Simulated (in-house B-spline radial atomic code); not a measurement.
# Excited states and polarisability of Eu³⁵⁺ by several methods

An exercise on one series of results from a longer session: the logs are not shown, and one member is left open.

Method: linear response of a closed shell, each method with its own adiabatic kernel; spin-free one-electron X2C, finite nucleus; B-spline basis; no spin-orbit coupling, no double excitations; only terms of natural parity, (−1)^L, with L up to 3 are computed. Code: in-house B-spline radial atomic code version 1.

## Starting point

```
element       : europium (Z = 63)
charge        : +35
configuration : [Ar] 3d10
runs          : TDHF; PBE; BSE on G0W0@HF; PBEsol; CAM-B3LYP; exchange-only LDA
```

Outer shells as boxes (Hund's rule):

Eu³⁵⁺
```
[Ar] core
3d [↑↓][↑↓][↑↓][↑↓][↑↓]
```

The first run:

Settings, as recorded:

```ini
Z = 63
electrons = 28.0
configuration = [Ar] 3d10
hamiltonian = x2c
method = hf
box_radius = 3.57
rms_radius = 5.1115
intervals = 64
```

The run is started by

```
$ python run_td.py task.json out
```

One command runs all members of the session, one after another, from task.json.

Steps of the session up to this table: TDHF.

One of the session's tables, all rows but one given; the rest of the session is left out.

It belongs to the step «TDHF». 

```
   state  full (eV)  Tamm-Dancoff (eV)
3d→4s ³D     994.23             994.27
3d→4s ¹D     996.82             996.85
3d→4p ³P     1092.5             1092.5
3d→4p ³F     1095.6             1095.6
3d→4p ¹F     1097.9             1098.0
3d→4p ¹P     1100.5             1100.6
3d→4d ³S     1220.1             1220.2
3d→4d ³D          ?                  ?
3d→4d ¹D     1234.9             1234.9
3d→4d ¹S     1273.7             1276.0
3d→4f ³P     1348.9             1348.9
3d→4f ³F     1356.8             1356.8
3d→4f ¹F     1361.6             1361.7
3p→4s ³P     1364.7             1364.7
```

Estimate the missing values for 3d→4d ³D.

As computed: full (eV): 1230.1; Tamm-Dancoff (eV): 1230.2. In the column «full (eV)» it lies between 3d→4d ³S (1220.1) and 3d→4d ¹D (1234.9).
